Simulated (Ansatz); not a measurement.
# HfO2: the cost of one run

Method: DFT PBE, scalar-relativistic, plane waves, PAW, in Ansatz 0.2.0.

3 further runs of the same task are left out: 1 that didn't finish, 2 set aside as unsound or not needed. Runs told in other sessions of the task aren't counted.

## 1. Starting point

The structure is cubic, space group Fm-3m (No. 225). Conventional cell: a = 5.115 Å, b = 5.115 Å, c = 5.115 Å, α = 90.00°, β = 90.00°, γ = 90.00°. Hf (site symmetry m-3m) is surrounded by 8 O at 2.21 Å. Around O (site symmetry -43m) lie 4 Hf at 2.21 Å.

Structure file:

```
Hf O
1.0
     0.00000    2.55750    2.55750
     2.55750    0.00000    2.55750
     2.55750    2.55750    0.00000
Hf O
1 2
Direct
  0.00000 0.00000 0.00000
  0.25000 0.25000 0.25000
  0.75000 0.75000 0.75000
```

The cell is taken as given, not relaxed at this level.

## 2. Zero of energy

Reference values: F = -16861.4074 eV; pressure -2.46 GPa; largest force 0.000 eV/Å; gap on the mesh 3.72 eV. It was computed beforehand with the settings of the runs below.

## 3. Normal modes

input.yaml reads:

```yaml
crystal:
  lattice:
    - [0.0, 2.5575, 2.5575]
    - [2.5575, 0.0, 2.5575]
    - [2.5575, 2.5575, 0.0]
  atoms:
    - { symbol: Hf, position: [0.0, 0.0, 0.0] }
    - { symbol: O, position: [0.25, 0.25, 0.25] }
    - { symbol: O, position: [0.75, 0.75, 0.75] }
basis:
  ecutwfc: 420
kpoints:
  mp_grid: { grid: [8, 8, 8] }
hamiltonian:
  xc: pbe
scf:
  occupations: { method: gaussian, width: 0.05 }
output:
  eigenvalues: true
phonons:
  method: fd
  supercell: [1, 1, 1]
  amplitude: 0.02
  eigenvectors: true
  dielectric: false
```

On the command line:

```bash
$ ansatz run input.yaml --threads 2 --pin off --max-ram 5120MiB --backend cpu --events-out ev --progress --plain --runs-dir out
```

Q: Estimate wall time and peak memory on 2 threads of Intel Xeon 6975P-C (Granite Rapids), shared host.

About 3.4 s, with a peak of 0.43 GiB.
